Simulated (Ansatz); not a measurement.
**Re+: energies up the ladder**

The task, for Re+: energies up the ladder. Charge +1. Spin multiplicity 7.

Method: the levels named in each step, in Ansatz 0.2.0.

## Step 1: Starting point

Structure file:

```xyz
1

Re    0.0000    0.0000    0.0000
```

## Step 2: Single point, PBE0/def2-TZVPP

File input.yaml:

```yaml
crystal:
  periodic: [false, false, false]
  atoms:
    - { symbol: Re, position_ang: [0.0, 0.0, 0.0] }
magnetization:
  spin_polarized: true
  initial_magnetization: 6
total_charge: 1
basis:
  gaussian: { orbitals: def2-TZVPP }
hamiltonian:
  xc: pbe0
```

Command:

```console
ansatz run input.yaml --threads 1 --pin off --max-ram 2560MiB --backend cpu --events-out ev --progress --plain --runs-dir out
```

The runs that follow: Single point, PBE/def2-TZVPP; Single point, r2SCAN/def2-TZVPP; Single point, B3LYP/def2-TZVPP; Single point, wB97M-V/def2-TZVPP; Single point, B2PLYP/def2-TZVPP; Single point, LDA/def2-TZVPP; Single point, PBE0/def2-SVP; Single point, PBE/def2-SVP.

Q: Predict the outcome of this session. Wanted: energy at PBE/def2-SVP.

The runs gave:

| quantity | value |
| --- | --- |
| energy at PBE/def2-SVP | -2120.383 eV |

What this shows: These totals serve in differences with atoms or fragments at the same level; alone they don't rank the methods. Heavy atoms carry effective core potentials in def2 sets, and spin-orbit coupling is left out.
